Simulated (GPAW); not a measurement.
# Ba2Tl5V3O12 (P-3m1) in GPAW: settings compared, part 2 of 2

GPAW 26.7.0. Earlier steps stand in the parts before.

## 4. Band structure, RPBE, collinear spin, ferromagnetic start

The input, run.py:

```python
from ase import Atoms
from ase.dft.bandgap import bandgap
from ase.io import write
from ase.units import GPa
from ase.parallel import parprint
from gpaw import GPAW, PW

atoms = Atoms(['Ba', 'Ba', 'V', 'V', 'V', 'Tl', 'Tl', 'Tl', 'Tl', 'Tl', 'O', 'O', 'O', 'O', 'O', 'O', 'O', 'O', 'O', 'O', 'O', 'O'],
              cell=[[8.1542142777, 0.0, 0.0],
                    [-4.0771071389, 7.0617567124, 0.0],
                    [0.0, 0.0, 6.92128]],
              scaled_positions=[[0.0, 0.0, 0.23552],
                                [0.0, 0.0, 0.76448],
                                [0.5, 0.0, 0.0],
                                [0.0, 0.5, 0.0],
                                [0.5, 0.5, 0.0],
                                [0.5, 0.0, 0.5],
                                [0.0, 0.5, 0.5],
                                [0.5, 0.5, 0.5],
                                [0.3333333333, 0.6666666667, 0.22489],
                                [0.6666666667, 0.3333333333, 0.77511],
                                [0.3389, 0.34334, 0.81444],
                                [0.65666, 0.99556, 0.81444],
                                [0.00444, 0.6611, 0.81444],
                                [0.34334, 0.3389, 0.18556],
                                [0.99556, 0.65666, 0.18556],
                                [0.6611, 0.00444, 0.18556],
                                [0.6611, 0.65666, 0.18556],
                                [0.34334, 0.00444, 0.18556],
                                [0.99556, 0.3389, 0.18556],
                                [0.65666, 0.6611, 0.81444],
                                [0.00444, 0.34334, 0.81444],
                                [0.3389, 0.99556, 0.81444]],
              pbc=True)
atoms.set_initial_magnetic_moments([0.0, 0.0, 2.0, 2.0, 2.0, 0.0, 0.0, 0.0, 0.0, 0.0, 0.0, 0.0, 0.0, 0.0, 0.0, 0.0, 0.0, 0.0, 0.0, 0.0, 0.0, 0.0])

calc = GPAW(mode=PW(800),
            xc='RPBE',
            kpts={'size': (3, 3, 3), 'gamma': True},
            occupations={'name': 'fermi-dirac', 'width': 0.05},
            nbands=153,
            convergence={'density': 1e-05, 'energy': 1e-05},
            maxiter=150,
            txt='gpaw.txt')
atoms.calc = calc
energy = atoms.get_potential_energy()
forces = atoms.get_forces()
stress = atoms.get_stress()
calc.write('gs.gpw')
write('result.traj', atoms)
parprint(f'Energy: {energy:.6f} eV')
parprint('Forces (eV/A):')
parprint(forces.round(4))
parprint('Stress (GPa):', (stress / GPa).round(3))
parprint('Moments:', calc.get_magnetic_moments().round(3))
parprint('Fermi level:', round(calc.get_fermi_level(), 4), 'eV')
parprint(f'Gap: {bandgap(calc)[0]:.4f} eV, direct: {bandgap(calc, direct=True)[0]:.4f} eV')

path = atoms.cell.bandpath('GMKGALHA,LM,KH', npoints=60, eps=1e-4)
bs_calc = calc.fixed_density(kpts=path, symmetry='off', nbands=226,
                             convergence={'bands': 'CBM+6.0', 'eigenstates': 1e-6}, txt='bands.txt')
bs = bs_calc.band_structure()
bs.write('bs.json')
parprint(f'Gap on the path: {bandgap(bs_calc)[0]:.4f} eV')
```

Potentials or basis: the program's PAW data sets (release 1.2.1) made for this functional, pw.

Started as:

```bash
> OMP_NUM_THREADS=1 mpirun -n 8 gpaw python run.py
```

Run time: 19 min. Hardware: 8 MPI ranks of Intel Xeon 6975P-C (Granite Rapids), shared host; peak memory 2.4 GiB.

Results (log left out):

```yaml
Free_energy: -121.3320 eV
Pressure: 4.0 GPa
Largest_force: 0.485 eV/Å
Band_gap_along_the_path: none (metal or under the smearing width)
Net_moment: 0.00 μB per cell
```

Forces on the atoms (eV/Å):
```
Ba   0.000  0.000  0.159
Ba   0.000  0.000 -0.159
V    0.000  0.000  0.000
V    0.000  0.000  0.000
V    0.000  0.000  0.000
Tl   0.000  0.000  0.000
Tl   0.000  0.000  0.000
Tl   0.000  0.000  0.000
Tl   0.000  0.000  0.049
Tl   0.000  0.000 -0.049
O   -0.197 -0.265 -0.355
O    0.328 -0.038 -0.355
O   -0.131  0.303 -0.355
O   -0.131 -0.303  0.355
O   -0.197  0.265  0.355
O    0.328  0.038  0.355
O    0.197  0.265  0.355
O   -0.328  0.038  0.355
O    0.131 -0.303  0.355
O    0.131  0.303 -0.355
O    0.197 -0.265 -0.355
O   -0.328 -0.038 -0.355
```

Stress tensor (GPa, compression positive):
```
3.69 0.00 0.00
0.00 3.69 0.00
0.00 0.00 4.64
```

Levels at the corners of the path, in eV from the Fermi level:
Spin up:
```
point  band 94  band 95  band 96  band 97  band 98  band 99  band 100  band 101  band 102  band 103
    Γ    -0.98    -0.78    -0.78    -0.64    -0.43    -0.03      0.55      0.55      0.75      1.26
    M    -1.10    -0.99    -0.85    -0.61    -0.60    -0.43      0.34      0.53      0.72      1.50
    K    -1.07    -1.07    -0.80    -0.63    -0.63    -0.03     -0.03      0.46      0.70      1.58
    Γ    -0.98    -0.78    -0.78    -0.64    -0.43    -0.03      0.55      0.55      0.75      1.26
    A    -0.93    -0.87    -0.62     0.05     0.49     0.49      0.52      0.52      1.32      1.53
    L    -1.04    -0.98    -0.75    -0.37     0.47     0.50      0.54      0.85      1.46      1.59
    H    -1.06    -1.06    -0.52    -0.52     0.44     0.45      0.70      0.70      1.58      1.58
    A    -0.93    -0.87    -0.62     0.05     0.49     0.49      0.52      0.52      1.32      1.53
    L    -1.04    -0.98    -0.75    -0.37     0.47     0.50      0.54      0.85      1.46      1.59
    M    -1.10    -0.99    -0.85    -0.61    -0.60    -0.43      0.34      0.53      0.72      1.50
    K    -1.07    -1.07    -0.80    -0.63    -0.63    -0.03     -0.03      0.46      0.70      1.58
    H    -1.06    -1.06    -0.52    -0.52     0.44     0.45      0.70      0.70      1.58      1.58
```
Spin down:
| point | band 94 | band 95 | band 96 | band 97 | band 98 | band 99 | band 100 | band 101 | band 102 | band 103 |
| --- | --- | --- | --- | --- | --- | --- | --- | --- | --- | --- |
| Γ | -0.98 | -0.78 | -0.78 | -0.64 | -0.43 | -0.03 | 0.55 | 0.55 | 0.75 | 1.26 |
| M | -1.10 | -0.99 | -0.85 | -0.61 | -0.60 | -0.43 | 0.34 | 0.53 | 0.72 | 1.50 |
| K | -1.07 | -1.07 | -0.80 | -0.63 | -0.63 | -0.03 | -0.03 | 0.46 | 0.70 | 1.58 |
| Γ | -0.98 | -0.78 | -0.78 | -0.64 | -0.43 | -0.03 | 0.55 | 0.55 | 0.75 | 1.26 |
| A | -0.93 | -0.87 | -0.62 | 0.05 | 0.49 | 0.49 | 0.52 | 0.52 | 1.32 | 1.53 |
| L | -1.04 | -0.98 | -0.75 | -0.37 | 0.47 | 0.50 | 0.54 | 0.85 | 1.46 | 1.59 |
| H | -1.06 | -1.06 | -0.52 | -0.52 | 0.44 | 0.45 | 0.70 | 0.70 | 1.58 | 1.58 |
| A | -0.93 | -0.87 | -0.62 | 0.05 | 0.49 | 0.49 | 0.52 | 0.52 | 1.32 | 1.53 |
| L | -1.04 | -0.98 | -0.75 | -0.37 | 0.47 | 0.50 | 0.54 | 0.85 | 1.46 | 1.59 |
| M | -1.10 | -0.99 | -0.85 | -0.61 | -0.60 | -0.43 | 0.34 | 0.53 | 0.72 | 1.50 |
| K | -1.07 | -1.07 | -0.80 | -0.63 | -0.63 | -0.03 | -0.03 | 0.46 | 0.70 | 1.58 |
| H | -1.06 | -1.06 | -0.52 | -0.52 | 0.44 | 0.45 | 0.70 | 0.70 | 1.58 | 1.58 |

Caveat: spin-orbit coupling is left out, which moves the levels of the heavy elements; semilocal functionals often make such compounds metallic where correlation or magnetic order opens a gap, which also shifts bond lengths.

## 5. Band structure, PBE, collinear spin, ferromagnetic start, spin-orbit coupling

run.py: that of step 4 with these lines changed.

```diff
@@ -1 +1,2 @@
+import numpy as np
 from ase import Atoms
@@ -6,2 +7,3 @@
 from gpaw import GPAW, PW
+from gpaw.spinorbit import soc_eigenstates
 
@@ -37,4 +39,4 @@
 calc = GPAW(mode=PW(800),
-            xc='RPBE',
-            kpts={'size': (3, 3, 3), 'gamma': True},
+            xc='PBE',
+            kpts={'size': (4, 4, 4), 'gamma': True},
             occupations={'name': 'fermi-dirac', 'width': 0.05},
@@ -64 +66,7 @@
 parprint(f'Gap on the path: {bandgap(bs_calc)[0]:.4f} eV')
+
+soc = soc_eigenstates(bs_calc, theta=54.7, phi=45)
+np.savetxt('soc_bands.dat', soc.eigenvalues(), fmt='%.4f')
+mesh = soc_eigenstates('gs.gpw', theta=54.7, phi=45)
+np.savetxt('soc_mesh.dat', mesh.eigenvalues(), fmt='%.4f')
+parprint('Fermi level with spin-orbit coupling:', round(mesh.fermi_level, 4), 'eV')
```

Potentials or basis: GPAW PAW data sets (gpaw-data 1.2.1), pw.

Started as:

```bash
> OMP_NUM_THREADS=1 mpirun -n 8 gpaw python run.py
```

It took 21 min on 8 MPI ranks of Intel Xeon 6975P-C (Granite Rapids), shared host; peak memory 2.3 GiB.

Results (log left out):

- Free energy: -129.9677 eV
- Pressure: 0.8 GPa
- Largest force: 0.174 eV/Å
- Band gap along the path: none (metal or under the smearing width)
- Net moment: 0.00 μB per cell

Forces on the atoms (eV/Å):
```
Ba   0.000  0.000  0.076
Ba   0.000  0.000 -0.076
V    0.000  0.000  0.000
V    0.000  0.000  0.000
V    0.000  0.000  0.000
Tl   0.000  0.000  0.000
Tl   0.000  0.000  0.000
Tl   0.000  0.000  0.000
Tl   0.000  0.000  0.024
Tl   0.000  0.000 -0.024
O   -0.012 -0.089 -0.149
O    0.083  0.035 -0.149
O   -0.072  0.055 -0.149
O   -0.072 -0.055  0.149
O   -0.012  0.089  0.149
O    0.083 -0.035  0.149
O    0.012  0.089  0.149
O   -0.083 -0.035  0.149
O    0.072 -0.055  0.149
O    0.072  0.055 -0.149
O    0.012 -0.089 -0.149
O   -0.083  0.035 -0.149
```

Stress tensor (GPa, compression positive):
```
0.48 0.00 0.00
0.00 0.48 0.00
0.00 0.00 1.32
```

Levels at the corners of the path, in eV from the Fermi level:
| point | band 190 | band 191 | band 192 | band 193 | band 194 | band 195 | band 196 | band 197 | band 198 | band 199 |
| --- | --- | --- | --- | --- | --- | --- | --- | --- | --- | --- |
| Γ | -0.50 | -0.48 | -0.48 | -0.36 | -0.36 | -0.14 | -0.14 | 0.10 | 0.10 | 0.69 |
| M | -0.75 | -0.56 | -0.56 | -0.32 | -0.32 | -0.32 | -0.32 | -0.25 | -0.25 | 0.49 |
| K | -0.82 | -0.51 | -0.51 | -0.34 | -0.34 | -0.34 | -0.34 | 0.14 | 0.14 | 0.15 |
| Γ | -0.50 | -0.48 | -0.48 | -0.36 | -0.36 | -0.14 | -0.14 | 0.10 | 0.10 | 0.69 |
| A | -0.58 | -0.35 | -0.35 | 0.31 | 0.31 | 0.69 | 0.69 | 0.78 | 0.78 | 0.78 |
| L | -0.71 | -0.55 | -0.55 | -0.14 | -0.14 | 0.70 | 0.70 | 0.75 | 0.75 | 0.80 |
| H | -0.78 | -0.33 | -0.33 | -0.30 | -0.30 | 0.64 | 0.64 | 0.73 | 0.73 | 0.93 |
| A | -0.58 | -0.35 | -0.35 | 0.31 | 0.31 | 0.69 | 0.69 | 0.78 | 0.78 | 0.78 |
| L | -0.71 | -0.55 | -0.55 | -0.14 | -0.14 | 0.70 | 0.70 | 0.75 | 0.75 | 0.80 |
| M | -0.75 | -0.56 | -0.56 | -0.32 | -0.32 | -0.32 | -0.32 | -0.25 | -0.25 | 0.49 |
| K | -0.82 | -0.51 | -0.51 | -0.34 | -0.34 | -0.34 | -0.34 | 0.14 | 0.14 | 0.15 |
| H | -0.78 | -0.33 | -0.33 | -0.30 | -0.30 | 0.64 | 0.64 | 0.73 | 0.73 | 0.93 |

Caveat: spin-orbit coupling was added after a scalar SCF, so levels and gaps hold it while energy, forces, pressure and moments don't; this program's spin-orbit splittings come out too wide for heavy elements; semilocal functionals often make such compounds metallic where correlation or magnetic order opens a gap, which also shifts bond lengths.

## 6. For comparison

An earlier run on the cell as given: functional PBE; potentials or basis GPAW PAW data sets (gpaw-data 1.2.1); cutoff 800 eV; basis pw; k mesh 4 × 4 × 4; occupations fermi-dirac, width 0.05 eV; collinear spin, ferromagnetic start; starting moments [0.0, 0.0, 2.0, 2.0, 2.0, 0.0, 0.0, 0.0, 0.0, 0.0, 0.0, 0.0, 0.0, 0.0, 0.0, 0.0, 0.0, 0.0, 0.0, 0.0, 0.0, 0.0] μB.

- Pressure: 0.8 GPa
- Largest force: 0.174 eV/Å
- Band gap on the k mesh: none (metal or under the smearing width)
- Net moment: 0.00 μB per cell

## 7. Overview

| task | level | potentials or basis | spin | U | k mesh | band path | band points | spin axis theta (degrees) | spin axis phi (degrees) | soc after scf | pressure (GPa) | moment (μB) | largest force (eV/Å) |
| --- | --- | --- | --- | --- | --- | --- | --- | --- | --- | --- | --- | --- | --- |
| band structure | PBE | GPAW PAW data sets (gpaw-data 1.2.1), pw | collinear, ferromagnetic start | - | 3 × 3 × 3 | GMKGALHA,LM,KH | 60 | - | - | - | 0.7 | 0.00 | 0.22 |
| band structure | PBE+U | GPAW PAW data sets (gpaw-data 1.2.1), pw | collinear, ferromagnetic start | V d U = 6 eV | 3 × 3 × 3 | GMKGALHA,LM,KH | 80 | - | - | - | 4.3 | 1.29 | 1.38 |
| band structure | RPBE | the program's PAW data sets (release 1.2.1) made for this functional, pw | collinear, ferromagnetic start | - | 3 × 3 × 3 | GMKGALHA,LM,KH | 60 | - | - | - | 4.0 | 0.00 | 0.48 |
| band structure | PBE | GPAW PAW data sets (gpaw-data 1.2.1), pw | collinear, ferromagnetic start, SOC | - | 4 × 4 × 4 | GMKGALHA,LM,KH | 60 | 54.7 | 45 | second variation | 0.8 | 0.00 | 0.17 |
| single point | PBE | GPAW PAW data sets (gpaw-data 1.2.1), pw | collinear, ferromagnetic start | - | 4 × 4 × 4 | - | - | - | - | - | 0.8 | 0.00 | 0.17 |

Alike in all rows: cell as given; cutoff (eV) 800; smearing fermi-dirac 0.05 eV.

Caveats: semilocal functionals often make such compounds metallic where correlation or magnetic order opens a gap, which also shifts bond lengths (some runs); spin-orbit coupling is left out, which moves the levels of the heavy elements (some runs); forces of over 1 eV/Å show positions far from the minimum, so gaps and moduli don't describe the material at rest (some runs); spin-orbit coupling was added after a scalar SCF, so levels and gaps hold it while energy, forces, pressure and moments don't (some runs); this program's spin-orbit splittings come out too wide for heavy elements (some runs).

Total energies depend on the potentials used, so only differences within one code and one set of settings carry meaning.
